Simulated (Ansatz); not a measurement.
# C9H21FSi: trial inputs and their diagnosis

3 inputs were typed for C9H21FSi. Each is run as it stands; the log then has to tell whether the result can be used.

Method: the settings change from run to run; program: Ansatz 0.2.0, Gaussian basis.

## 1. The molecule

The geometry comes from an earlier relaxation with PBE0-D4 in a triple-zeta def2 set; it is a stationary point, not always the lowest conformer.

SMILES `CC(C)[Si](F)(C(C)C)C(C)C`, 32 atoms, charge 0, spin multiplicity 1.

Atoms are counted from 1 here; the program's logs count them from 0.

Bond lengths: C1–C2 1.527 Å, C1–H12 1.095 Å, C1–H13 1.094 Å, C1–H14 1.092 Å, C2–C3 1.527 Å, C2–Si4 1.881 Å, C2–H15 1.099 Å, C3–H16 1.094 Å, C3–H17 1.094 Å, C3–H18 1.095 Å, Si4–F5 1.619 Å, Si4–C6 1.882 Å, Si4–C9 1.887 Å, C6–C7 1.528 Å, C6–C8 1.528 Å, C6–H19 1.099 Å, C7–H20 1.093 Å, C7–H21 1.094 Å and more. Angles: C2–C1–H12 110.9°, C2–C1–H13 111.4°, C2–C1–H14 111.9°, H12–C1–H13 107.0°, H12–C1–H14 107.8°, H13–C1–H14 107.7°, C1–C2–C3 111.3°, C1–C2–Si4 111.9°, C1–C2–H15 107.6°, C3–C2–Si4 112.9°, C3–C2–H15 108.1°, Si4–C2–H15 104.7°, C2–C3–H16 112.5°, C2–C3–H17 111.3°, C2–C3–H18 110.9°, H16–C3–H17 107.6°, H16–C3–H18 107.4°, H17–C3–H18 106.9° and more.

Coordinates:

```xyz
32
charge 0, multiplicity 1
C    -2.3521   -0.3587   -1.8658
C    -1.9054    0.0062   -0.4520
C    -2.3328   -1.0585    0.5555
Si   -0.0656    0.3909   -0.3763
F     0.1734    1.5764   -1.4530
C     0.4299    1.0857    1.3009
C    -0.5127    2.2047    1.7423
C     1.8799    1.5692    1.3103
C     0.9888   -1.0754   -0.9213
C     2.2605   -0.6575   -1.6580
C     1.3085   -2.0230    0.2347
H    -3.4392   -0.4816   -1.9118
H    -1.9087   -1.3041   -2.1931
H    -2.0721    0.4079   -2.5918
H    -2.3984    0.9496   -0.1804
H    -2.0412   -0.8063    1.5788
H    -1.8920   -2.0310    0.3164
H    -3.4196   -1.1905    0.5469
H     0.3404    0.2593    2.0194
H    -1.5453    1.8622    1.8432
H    -0.5066    3.0319    1.0263
H    -0.2047    2.6109    2.7114
H     2.5872    0.7632    1.1028
H     2.1409    1.9920    2.2861
H     2.0403    2.3500    0.5616
H     0.3612   -1.6240   -1.6374
H     2.9492   -0.1213   -0.9997
H     2.7923   -1.5369   -2.0362
H     2.0444   -0.0035   -2.5047
H     0.4121   -2.3676    0.7564
H     1.8387   -2.9102   -0.1266
H     1.9529   -1.5421    0.9762
```

## 2. Input 1

The input, in.yaml:

```yaml
crystal:
  periodic: [false, false, false]
  atoms:
    - {symbol: C, position_ang: [-2.352125, -0.358693, -1.865817]}
    - {symbol: C, position_ang: [-1.905430, 0.006151, -0.451987]}
    - {symbol: C, position_ang: [-2.332784, -1.058541, 0.555489]}
    - {symbol: Si, position_ang: [-0.065635, 0.390949, -0.376315]}
    - {symbol: F, position_ang: [0.173387, 1.576437, -1.452957]}
    - {symbol: C, position_ang: [0.429934, 1.085744, 1.300903]}
    - {symbol: C, position_ang: [-0.512737, 2.204743, 1.742328]}
    - {symbol: C, position_ang: [1.879898, 1.569197, 1.310282]}
    - {symbol: C, position_ang: [0.988762, -1.075417, -0.921340]}
    - {symbol: C, position_ang: [2.260463, -0.657470, -1.658024]}
    - {symbol: C, position_ang: [1.308523, -2.023000, 0.234709]}
    - {symbol: H, position_ang: [-3.439225, -0.481624, -1.911784]}
    - {symbol: H, position_ang: [-1.908746, -1.304126, -2.193125]}
    - {symbol: H, position_ang: [-2.072105, 0.407945, -2.591816]}
    - {symbol: H, position_ang: [-2.398382, 0.949553, -0.180443]}
    - {symbol: H, position_ang: [-2.041193, -0.806265, 1.578848]}
    - {symbol: H, position_ang: [-1.892038, -2.031016, 0.316428]}
    - {symbol: H, position_ang: [-3.419610, -1.190512, 0.546892]}
    - {symbol: H, position_ang: [0.340401, 0.259341, 2.019359]}
    - {symbol: H, position_ang: [-1.545302, 1.862171, 1.843205]}
    - {symbol: H, position_ang: [-0.506563, 3.031916, 1.026318]}
    - {symbol: H, position_ang: [-0.204729, 2.610879, 2.711421]}
    - {symbol: H, position_ang: [2.587193, 0.763249, 1.102818]}
    - {symbol: H, position_ang: [2.140919, 1.991982, 2.286074]}
    - {symbol: H, position_ang: [2.040298, 2.350005, 0.561621]}
    - {symbol: H, position_ang: [0.361223, -1.623994, -1.637369]}
    - {symbol: H, position_ang: [2.949169, -0.121298, -0.999737]}
    - {symbol: H, position_ang: [2.792259, -1.536859, -2.036215]}
    - {symbol: H, position_ang: [2.044446, -0.003509, -2.504721]}
    - {symbol: H, position_ang: [0.412090, -2.367636, 0.756421]}
    - {symbol: H, position_ang: [1.838677, -2.910181, -0.126554]}
    - {symbol: H, position_ang: [1.952862, -1.542119, 0.976189]}
basis:
  gaussian: {orbitals: x2c-TZVPPall}
magnetization: {spin_polarized: true, initial_magnetization: 4}
hamiltonian: {xc: {name: B97}}
accuracy: high
scf: {lower_state_search: off}
```

Started as:

```bash
$ ansatz run in.yaml --threads 11 --pin off --events-out ev --progress --plain --max-ram 110592MiB --backend cuda --devices 0, --max-vram 75GiB
```

The log of the run:

```text
Functional definition: B97
  name "B97"
  cite "Becke, J. Chem. Phys. 107, 8554 (1997) doi:10.1063/1.475007"
  parameter cx = 0.1943
  parameter cx0 = 0.8094
  parameter cx1 = 0.5073
  parameter cx2 = 0.7481
  parameter css0 = 0.1737
  parameter css1 = 2.3487
  parameter css2 = -2.4868
  parameter cos0 = 0.9454
  parameter cos1 = 0.7471
  parameter cos2 = -4.5961
  exchange = spin_sum(e_x_unif_s*poly(b97_u_x, cx0, cx1, cx2)) + cx*exact_x
  correlation = spin_sum(e_c_pw_same_spin*poly(b97_u_same, css0, css1, css2))
      + integral(e_c_pw_opposite_spin*poly(b97_u_opposite, cos0, cos1, cos2))
these checks for a lower state are left out or cut short: stability, starts, cluster_reference, orbital_swaps, neighbouring_geometries, increment
11894 factors; integrals over basis functions are off by at most 1.5e-7 eV
mean field evaluation 1: about -20254.4382 eV, gradient 7.6e1 eV
mean field evaluation 2: about -20233.3911 eV, gradient 9.6e1 eV
mean field evaluation 4: about -20280.5922 eV, gradient 1.3e1 eV
mean field evaluation 8: about -20281.6144 eV, gradient 4.9e-1 eV
mean field evaluation 16: about -20281.9341 eV, gradient 1.6e-2 eV
mean field evaluation 32: about -20281.9341 eV, gradient 3.0e-4 eV
mean field -20281.93407808 eV, -745.3473297809 hartree, gradient 8.9e-8 eV, S^2 6.005389; 0 other end points of the search recorded, 0 dependent functions left out
reference -20281.93408407 eV, -745.3473300010 hartree; 51, 47 occupied and 595, 599 virtual orbitals, 11894 factors
Total energy: -20281.93408407 eV, -745.3473300010 hartree
Relativity: scalar
Checks for a lower state left out: stability, starts, cluster_reference, orbital_swaps, neighbouring_geometries, increment
```

Wall time 22 s (1 × H100 with 11 threads of AMD EPYC 7R13, shared host); peak host memory 3.4 GiB.

Diagnosis: It ended without an error, which proves nothing about the input. The spin is set far too high for this molecule. It asks for 4 unpaired electrons; the ground state has 0. Its energy belongs to an excited spin state, not the ground state. Fix: set initial_magnetization back to that of the ground state.

## 3. Input 2

The input, in.yaml:

```yaml
crystal:
  periodic: [true, true, true]
  atoms:
    - {symbol: C, position_ang: [-2.352125, -0.358693, -1.865817]}
    - {symbol: C, position_ang: [-1.905430, 0.006151, -0.451987]}
    - {symbol: C, position_ang: [-2.332784, -1.058541, 0.555489]}
    - {symbol: Si, position_ang: [-0.065635, 0.390949, -0.376315]}
    - {symbol: F, position_ang: [0.173387, 1.576437, -1.452957]}
    - {symbol: C, position_ang: [0.429934, 1.085744, 1.300903]}
    - {symbol: C, position_ang: [-0.512737, 2.204743, 1.742328]}
    - {symbol: C, position_ang: [1.879898, 1.569197, 1.310282]}
    - {symbol: C, position_ang: [0.988762, -1.075417, -0.921340]}
    - {symbol: C, position_ang: [2.260463, -0.657470, -1.658024]}
    - {symbol: C, position_ang: [1.308523, -2.023000, 0.234709]}
    - {symbol: H, position_ang: [-3.439225, -0.481624, -1.911784]}
    - {symbol: H, position_ang: [-1.908746, -1.304126, -2.193125]}
    - {symbol: H, position_ang: [-2.072105, 0.407945, -2.591816]}
    - {symbol: H, position_ang: [-2.398382, 0.949553, -0.180443]}
    - {symbol: H, position_ang: [-2.041193, -0.806265, 1.578848]}
    - {symbol: H, position_ang: [-1.892038, -2.031016, 0.316428]}
    - {symbol: H, position_ang: [-3.419610, -1.190512, 0.546892]}
    - {symbol: H, position_ang: [0.340401, 0.259341, 2.019359]}
    - {symbol: H, position_ang: [-1.545302, 1.862171, 1.843205]}
    - {symbol: H, position_ang: [-0.506563, 3.031916, 1.026318]}
    - {symbol: H, position_ang: [-0.204729, 2.610879, 2.711421]}
    - {symbol: H, position_ang: [2.587193, 0.763249, 1.102818]}
    - {symbol: H, position_ang: [2.140919, 1.991982, 2.286074]}
    - {symbol: H, position_ang: [2.040298, 2.350005, 0.561621]}
    - {symbol: H, position_ang: [0.361223, -1.623994, -1.637369]}
    - {symbol: H, position_ang: [2.949169, -0.121298, -0.999737]}
    - {symbol: H, position_ang: [2.792259, -1.536859, -2.036215]}
    - {symbol: H, position_ang: [2.044446, -0.003509, -2.504721]}
    - {symbol: H, position_ang: [0.412090, -2.367636, 0.756421]}
    - {symbol: H, position_ang: [1.838677, -2.910181, -0.126554]}
    - {symbol: H, position_ang: [1.952862, -1.542119, 0.976189]}
basis:
  gaussian: {orbitals: def2-TZVPP, point_charges: [{charge: 2.00, position_ang: [6.169, -0.070, 0.625]}]}
hamiltonian: {xc: {name: LC-wPBE}}
```

The command is unchanged.

The log of the run:

```text
Error: YAML parse error: error: line 2 column 3: crystal: missing field `lattice` (a structure is typed as `lattice` and `atoms`, a molecule's as `atoms` in Å alone, or read from a run's directory, `checkpoint`)
 --> <input>:2:3
  |
1 | crystal:
2 |   periodic: [true, true, true]
  |   ^ crystal: missing field `lattice` (a structure is typed as `lattice` and `atoms`, a molecule's as `atoms` in Å alone, or read from a run's directory, `checkpoint`)
3 |   atoms:
4 |     - {symbol: C, position_ang: [-2.352125, -0.358693, -1.865817]}
  |
```

It took 0.05 s on 1 × H100 with 11 threads of AMD EPYC 7R13, shared host.

**Diagnosis.** Refused before any calculation. The molecule is marked periodic without a cell. Fix: set periodic to false, or give a lattice, and remove the point charge.

## 4. Input 3

The input, in.yaml:

```yaml
crystal:
  periodic: [false, false, false]
  atoms:
    - {symbol: C, position_ang: [-2.529024, -0.109901, -1.886866]}
    - {symbol: C, position_ang: [-1.701266, -0.023227, -0.511888]}
    - {symbol: C, position_ang: [-2.198457, -1.123018, 0.420597]}
    - {symbol: Si, position_ang: [-0.094841, 0.357575, -0.410877]}
    - {symbol: F, position_ang: [0.184181, 1.571283, -1.268458]}
    - {symbol: C, position_ang: [0.464296, 1.076544, 1.337488]}
    - {symbol: C, position_ang: [-0.466079, 2.128772, 1.718076]}
    - {symbol: C, position_ang: [1.808606, 1.425126, 1.209415]}
    - {symbol: C, position_ang: [1.013832, -1.140681, -0.765156]}
    - {symbol: C, position_ang: [2.330630, -0.684291, -1.723137]}
    - {symbol: C, position_ang: [1.128658, -1.841578, 0.098792]}
    - {symbol: H, position_ang: [-3.446347, -0.557275, -1.929179]}
    - {symbol: H, position_ang: [-1.814604, -1.224120, -2.243252]}
    - {symbol: H, position_ang: [-2.057766, 0.441610, -2.660058]}
    - {symbol: H, position_ang: [-2.300021, 1.044011, -0.051979]}
    - {symbol: H, position_ang: [-1.894353, -0.666305, 1.293942]}
    - {symbol: H, position_ang: [-2.085777, -1.997998, 0.371575]}
    - {symbol: H, position_ang: [-3.452846, -1.089909, 0.518605]}
    - {symbol: H, position_ang: [0.220753, 0.116315, 2.106732]}
    - {symbol: H, position_ang: [-1.678324, 1.819804, 1.882408]}
    - {symbol: H, position_ang: [-0.465851, 3.164649, 1.090373]}
    - {symbol: H, position_ang: [-0.289874, 2.599025, 2.833708]}
    - {symbol: H, position_ang: [2.613494, 0.648411, 1.155227]}
    - {symbol: H, position_ang: [2.048058, 2.004139, 2.223366]}
    - {symbol: H, position_ang: [1.991561, 2.395024, 0.611776]}
    - {symbol: H, position_ang: [0.470981, -1.727229, -1.544978]}
    - {symbol: H, position_ang: [2.983138, -0.124952, -0.997476]}
    - {symbol: H, position_ang: [2.705255, -1.600413, -1.954040]}
    - {symbol: H, position_ang: [2.080593, 0.000802, -2.467121]}
    - {symbol: H, position_ang: [0.385710, -2.266678, 0.802751]}
    - {symbol: H, position_ang: [2.042919, -3.018626, -0.023054]}
    - {symbol: H, position_ang: [2.007543, -1.395900, 1.097829]}
basis:
  gaussian: {orbitals: pcseg-2, final_grid: {core_spheres: 8, valence_spheres: 7, degree: 23}}
hamiltonian: {xc: {name: PBE-QIDH}}
relax: {f_tol: 0.0001, max_steps: 1}
output: {forces: true}
```

Same command.

The log of the run:

```text
Functional definition: PBE-QIDH
  name "PBE-QIDH"
  cite "Brémond, Sancho-García, Pérez-Jiménez & Adamo, J. Chem. Phys. 141, 031101 (2014) doi:10.1063/1.4890314"
  cite "Perdew, Burke & Ernzerhof, Phys. Rev. Lett. 77, 3865 (1996) doi:10.1103/PhysRevLett.77.3865"
  parameter a = 3^(-1/3)
  parameter c = 1/3
  exchange = (1 - a)*pbe_x + a*exact_x
  correlation = (1 - c)*pbe_c + c*(mp2_os + mp2_ss)
3991 factors; integrals over basis functions are off by at most 4.8e-4 eV
mean field evaluation 1: about -20203.8489 eV, gradient 8.4e1 eV
mean field evaluation 2: about -20204.5224 eV, gradient 8.4e1 eV
mean field evaluation 4: about -20220.9696 eV, gradient 9.1e0 eV
mean field evaluation 8: about -20221.2138 eV, gradient 6.5e-1 eV
mean field evaluation 16: about -20221.2150 eV, gradient 5.0e-4 eV
mean field -20221.21497262 eV, -743.1159438120 hartree, gradient 5.9e-6 eV, S^2 0.000000; 0 other end points of the search recorded, 0 dependent functions left out
15 core orbitals not correlated: weight in the atoms' cores, before any rotation towards them, 1.000 or more for the frozen orbitals, at most 0.000 for the correlated occupied ones
reference -20221.21499911 eV, -743.1159447854 hartree; 34, 34 occupied and 579, 579 virtual orbitals, 3991 factors
second order -61.17450080 eV of doubles, -0.00000000 eV of singles
the calculation of the forces begins
relax step   1: F+E_penalty+E_count = -20241.60647289 eV  Δ(F+E_penalty+E_count) = +0.000e0 eV  max|allowed force component| = 2.810e1 eV/Å  Δτ_max = 0.0000 Å  (59 SCF iters, accepted)
Error: geometry relaxation did not converge after 1 steps: max|allowed force component| = 2.81e1 eV/Å (threshold 1.0e-4). Raise `relax.max_steps` over both its present limit and 1, loosen `relax.f_tol`, or start from a geometry closer to equilibrium. Where this run's directory can be resumed (`checkpoint.write`), a resume goes on for up to `relax.max_steps` more
```

Run time: 13 s. Hardware: 1 × H100 with 11 threads of AMD EPYC 7R13, shared host; peak host memory 7.2 GiB.

What is wrong: The run did not converge. The relaxation is allowed too few steps for its threshold. The start was also shaken off the relaxed geometry, so there is far to go. Cure: raise relax.max_steps.

## 5. How the tries ended

| input | level | ended | cause | time |
| --- | --- | --- | --- | --- |
| 1 | B97/x2c-TZVPPall | converged | the spin is set far too high for this molecule | 22 s |
| 2 | LC-wPBE/def2-TZVPP | refused | the molecule is marked periodic without a cell | 0.05 s |
| 3 | PBE-QIDH/pcseg-2 | not converged | the relaxation is allowed too few steps for its threshold | 13 s |

In words: 1 converged, 1 refused, 1 not converged. A refusal costs next to no computing time. The dangerous case is the input that converges on a wrong geometry, charge, spin, basis or grid: often only a look at the input shows it.
